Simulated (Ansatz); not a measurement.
# ClGeHS: taking an electron away

The task here is to estimate one member of a computed series from the others.

Program: Ansatz 0.2.0, Gaussian basis. Level of theory: unrestricted cation, the program's frozen cores in correlated methods. These are calculated values, not measurements.

Plan: UKS PBE-D4/def2-TZVPP; UKS r2SCAN-D4/def2-TZVPP; UKS PBE0-D4/def2-TZVPP; UKS B3LYP-D4/def2-TZVPP; UKS wB97X-V/def2-TZVPP; UKS wB97M-V/def2-TZVPP; UKS B2PLYP/def2-TZVPP; UHF-CCSD(T)/def2-TZVPP; UHF-MP2/def2-QZVPP; extrapolation to the limit; then −ε(HOMO) from the neutral's earlier runs with LDA (SPW92), PBE-D4, revPBE-D4, BLYP-D4, r2SCAN-D4, B97M-V, PBE0-D4, B3LYP-D4, r2SCANh-D4, r2SCAN0-D4, HSE06-D4, BHLYP-D4, CAM-B3LYP-D4, LC-ωPBE, ωB97X-V, ωB97M-V.

**The geometry**

All runs share one geometry, relaxed beforehand with PBE0-D4 in a triple-zeta def2 set.

4 atoms, charge 0, spin multiplicity 1.

Atoms are counted from 1 here; the program's logs count them from 0.

Bond lengths: S1–Ge2 2.239 Å, S1–H4 1.344 Å, Ge2–Cl3 2.198 Å. Angles: Ge2–S1–H4 96.1°, S1–Ge2–Cl3 99.3°.

Set-up of the first run:

in.yaml

```yaml
crystal:
  periodic: [false, false, false]
  atoms:
    - {symbol: S, position_ang: [-0.385480, 1.212984, -0.694409]}
    - {symbol: Ge, position_ang: [-1.012794, -0.895599, -0.279273]}
    - {symbol: Cl, position_ang: [0.689517, -1.536003, 0.954535]}
    - {symbol: H, position_ang: [0.764358, 1.158318, -0.001253]}
basis:
  gaussian: {orbitals: def2-TZVPP}
total_charge: 1
magnetization: {spin_polarized: true, initial_magnetization: 1}
hamiltonian: {xc: pbe, dispersion: d4}
```

The run is started by

```
$ ansatz run in.yaml --threads 4 --pin off --events-out ev --progress --plain --max-ram 10444MiB
```

Among the steps run: Cation, UKS PBE-D4/def2-TZVPP; Cation, UKS r2SCAN-D4/def2-TZVPP; Cation, UKS PBE0-D4/def2-TZVPP; Cation, UKS B3LYP-D4/def2-TZVPP; Cation, UKS wB97X-V/def2-TZVPP; Cation, UKS wB97M-V/def2-TZVPP; Cation, UKS B2PLYP (frozen core)/def2-TZVPP; Cation, UHF-CCSD(T)/def2-TZVPP; Cation, UHF-MP2/def2-QZVPP.

One of the session's tables, all rows but one given; the rest of the session is left out.

For comparison, −ε(HOMO) of the neutral from earlier runs:

| functional | −ε(HOMO) (eV) |
| --- | --- |
| LDA (SPW92) | 6.68 |
| PBE-D4 | 6.51 |
| revPBE-D4 | 6.45 |
| BLYP-D4 | 6.35 |
| r2SCAN-D4 | 6.80 |
| B97M-V | 6.76 |
| PBE0-D4 | ? |
| B3LYP-D4 | 7.38 |
| r2SCANh-D4 | 7.19 |
| r2SCAN0-D4 | 7.77 |
| HSE06-D4 | 7.20 |
| BHLYP-D4 | 8.52 |
| CAM-B3LYP-D4 | 8.82 |
| LC-ωPBE | 10.10 |
| ωB97X-V | 9.76 |
| ωB97M-V | 9.63 |

**Question.** Estimate the row for PBE0-D4.

**Answer.** −ε(HOMO) (eV): 7.59. In the column «−ε(HOMO) (eV)» it lies between B3LYP-D4 (7.38) and r2SCAN0-D4 (7.77).
